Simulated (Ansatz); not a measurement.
**C3H9MoNO: how energies converge with the basis set**

One table from this session's results is given with a row withheld; the runs are named, their logs left out.

The runs use Ansatz 0.2.0, Gaussian basis; one geometry, several basis sets.

The runs, in order: PBE0-D4/def2-SVP; ωB97M-V/def2-SVP; PBE0-D4/def2-QZVPP; ωB97M-V/def2-QZVPP; the functionals' def2-TZVPP values are taken from earlier runs.

## The relaxed structure

The geometry comes from an earlier relaxation with PBE0-D4 in a triple-zeta def2 set; it is a stationary point, not always the lowest conformer. Mo takes the def2 core potential; no spin-orbit term is included.

SMILES `C[N]=[Mo]([CH3])([CH3])=[O]`, 15 atoms, charge 0, spin multiplicity 1.

Atoms are counted from 1 here; the program's logs count them from 0.

Bond lengths: C1–N2 1.419 Å, C1–H7 1.095 Å, C1–H8 1.095 Å, C1–H9 1.096 Å, N2–Mo3 1.723 Å, Mo3–C4 2.111 Å, Mo3–C5 2.111 Å, Mo3–O6 1.680 Å, C4–H10 1.095 Å, C4–H11 1.092 Å, C4–H12 1.096 Å, C5–H13 1.096 Å, C5–H14 1.095 Å, C5–H15 1.092 Å. Angles: N2–C1–H7 110.2°, N2–C1–H8 110.2°, N2–C1–H9 111.5°, H7–C1–H8 107.8°, H7–C1–H9 108.6°, H8–C1–H9 108.6°, C1–N2–Mo3 150.3°, N2–Mo3–C4 106.0°, N2–Mo3–C5 106.0°, N2–Mo3–O6 109.4°, C4–Mo3–C5 113.8°, C4–Mo3–O6 110.6°, C5–Mo3–O6 110.7°, Mo3–C4–H10 109.1°, Mo3–C4–H11 113.1°, Mo3–C4–H12 108.2°, H10–C4–H11 108.7°, H10–C4–H12 109.5° and more.

The first run:

in.yaml

```yaml
crystal:
  periodic: [false, false, false]
  atoms:
    - {symbol: C, position_ang: [-0.701331, -2.382595, 0.677720]}
    - {symbol: N, position_ang: [-0.410846, -1.096167, 0.153646]}
    - {symbol: Mo, position_ang: [0.360216, 0.438103, 0.296099]}
    - {symbol: C, position_ang: [1.691516, 0.574762, -1.335885]}
    - {symbol: C, position_ang: [-1.186402, 1.873582, 0.255186]}
    - {symbol: O, position_ang: [1.197120, 0.509826, 1.750958]}
    - {symbol: H, position_ang: [-0.336419, -3.158768, -0.003186]}
    - {symbol: H, position_ang: [-1.783680, -2.511597, 0.783139]}
    - {symbol: H, position_ang: [-0.234497, -2.530711, 1.658687]}
    - {symbol: H, position_ang: [2.248178, 1.515581, -1.265713]}
    - {symbol: H, position_ang: [2.404002, -0.251265, -1.377798]}
    - {symbol: H, position_ang: [1.102703, 0.566822, -2.259823]}
    - {symbol: H, position_ang: [-1.678091, 1.820154, -0.722439]}
    - {symbol: H, position_ang: [-0.753000, 2.870285, 0.392004]}
    - {symbol: H, position_ang: [-1.941469, 1.711289, 1.026705]}
basis:
  gaussian: {orbitals: def2-SVP}
hamiltonian: {xc: pbe0, dispersion: d4}
output: {orbitals: {seedname: orbitals}}
```

Run with:

```sh
> ansatz run in.yaml --threads 4 --pin off --events-out ev --progress --plain --max-ram 11315MiB
```

Steps of the session up to this table: PBE0-D4 in def2-SVP; ωB97M-V in def2-SVP; PBE0-D4 in def2-QZVPP; ωB97M-V in def2-QZVPP.

One table of the session follows, with a row left open; its other results are not shown here.

It belongs to the step «Density functionals: the series». 

| functional | basis | HOMO (eV) | LUMO (eV) |
| --- | --- | --- | --- |
| PBE0-D4 | def2-SVP | ? | ? |
| PBE0-D4 | def2-TZVPP | -7.50 | -1.94 |
| PBE0-D4 | def2-QZVPP | -7.53 | -1.97 |
| ωB97M-V | def2-SVP | -9.77 | 0.08 |
| ωB97M-V | def2-TZVPP | -9.78 | 0.06 |
| ωB97M-V | def2-QZVPP | -9.80 | 0.03 |

**Question.** Estimate the row for PBE0-D4, def2-SVP.

The run gave: HOMO (eV): -7.50; LUMO (eV): -1.93.
